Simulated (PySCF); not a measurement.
**Accurate constants of GaBr, step by step**

One table from this session's results is given with a row withheld; the runs are named, their logs left out.

Computed with PySCF 2.14.0. Level: CCSD(T) on RHF, scalar-relativistic core potentials.

2 further runs of the same task are left out: 2 set aside as unsound or not needed.

The first run:

| Quantity | Value |
| --- | --- |
| molecule | GaBr |
| state | singlet, unpaired electrons none |
| smaller basis | Ga cc-pwCVDZ-PP with ECP10, Br aug-cc-pVDZ-PP with ECP10 |
| larger basis | Ga cc-pwCVTZ-PP with ECP10, Br aug-cc-pVTZ-PP with ECP10 |
| frozen core orbitals | 13 |
| extrapolation | correlation as n⁻³ (n = 2, 3), Hartree–Fock as (n+1)·exp(−9√n) |
| corrections | core–valence correlation |
| distances (Å) | 2.1001, 2.1955, 2.2910, 2.3865, 2.4819, 2.6012, 2.7206 |
| masses (u) | 68.9256, 78.9183 |
| dissociation limit | Ga + Br |

Launch:

```
$ OMP_NUM_THREADS=4 python comp.py task.json out
```

One table of the session follows, with a row left open; its other results are not shown here.

It belongs to the step «Constants step by step». 

| level | Re (Å) | ωe (cm⁻¹) | ωexe (cm⁻¹) | αe (cm⁻¹) | De (eV) |
| --- | --- | --- | --- | --- | --- |
| CCSD(T), smaller basis | 2.3966 | 252.5 | 0.622 | 0.000316 | 4.094 |
| CCSD(T), larger basis | 2.3668 | 264.1 | 0.676 | 0.000320 | 4.249 |
| HF/CBS | ? | ? | ? | ? | ? |
| MP2/CBS | 2.3480 | 269.7 | 0.684 | 0.000323 | 4.478 |
| CCSD/CBS | 2.3592 | 267.4 | 0.697 | 0.000323 | 4.177 |
| CCSD(T)/CBS | 2.3596 | 267.2 | 0.688 | 0.000321 | 4.321 |
| CCSD(T)/CBS+CV | 2.3526 | 268.5 | 0.694 | 0.000324 | 4.355 |

**Question.** Estimate the row for HF/CBS.

As computed: Re (Å): 2.3905; ωe (cm⁻¹): 255.6; ωexe (cm⁻¹): 0.699; αe (cm⁻¹): 0.000330; De (eV): 3.189. In the column «Re (Å)» it lies between CCSD(T), larger basis (2.3668) and CCSD(T), smaller basis (2.3966).

An extrapolation from double and triple zeta is rough, so this isn't yet the limit.
